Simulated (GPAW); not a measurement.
Runs of GPAW 26.7.0 on Ti3As. The structure is cubic, space group Pm-3n (No. 223). Conventional cell: a = 5.022 Å, b = 5.022 Å, c = 5.022 Å, α = 90.00°, β = 90.00°, γ = 90.00°. As (site symmetry m-3) is surrounded by 12 Ti at 2.81 Å. Ti (site symmetry -4m2) has 2 Ti at 2.51 Å and 4 As at 2.81 Å as nearest neighbours. The cell comes from a database or a generator and needn't be the stable form of this composition.

```tsv
task	level	cell	k mesh	optimizer	fmax	max steps	convergence	gap on the mesh (eV)	pressure (GPa)	relaxed volume (Å³/atom)
relaxation of cell and atoms	PBEsol+D3(BJ)+ATM	relaxed	4 × 4 × 4	BFGS	0.02 eV/Å	60	density=1e-05 forces=0.0001	none	0.0	14.65
relaxation of cell and atoms	PBEsol+D3(BJ)	relaxed	4 × 4 × 4	BFGS	0.02 eV/Å	60	density=1e-05 forces=0.0001	none	0.1	(a)
relaxation of cell and atoms	PBEsol+D3	relaxed	4 × 4 × 4	BFGS	0.02 eV/Å	60	density=1e-05 forces=0.0001	none	0.0	14.56
relaxation of cell and atoms	PBEsol+D4	relaxed	4 × 4 × 4	BFGS	0.02 eV/Å	60	density=1e-05 forces=0.0001	none	0.0	15.03
```

Alike in all rows: potentials or basis PAW data sets generated in the run's folder for this functional, pw; no spin polarisation; cutoff (eV) 600; smearing fermi-dirac 0.05 eV.

Task: Fill in the values left out.

Result: (a) 14.49.

Caveats: later steps reuse the first step's grids; pairwise dispersion overbinds metals, which lowers pressure and volume.

A k mesh can miss the band edges, and the runs leave out spin-orbit coupling on As.

A gap of «none» marks a metal or a gap under the smearing width.

Not every run made on this cell is shown here.
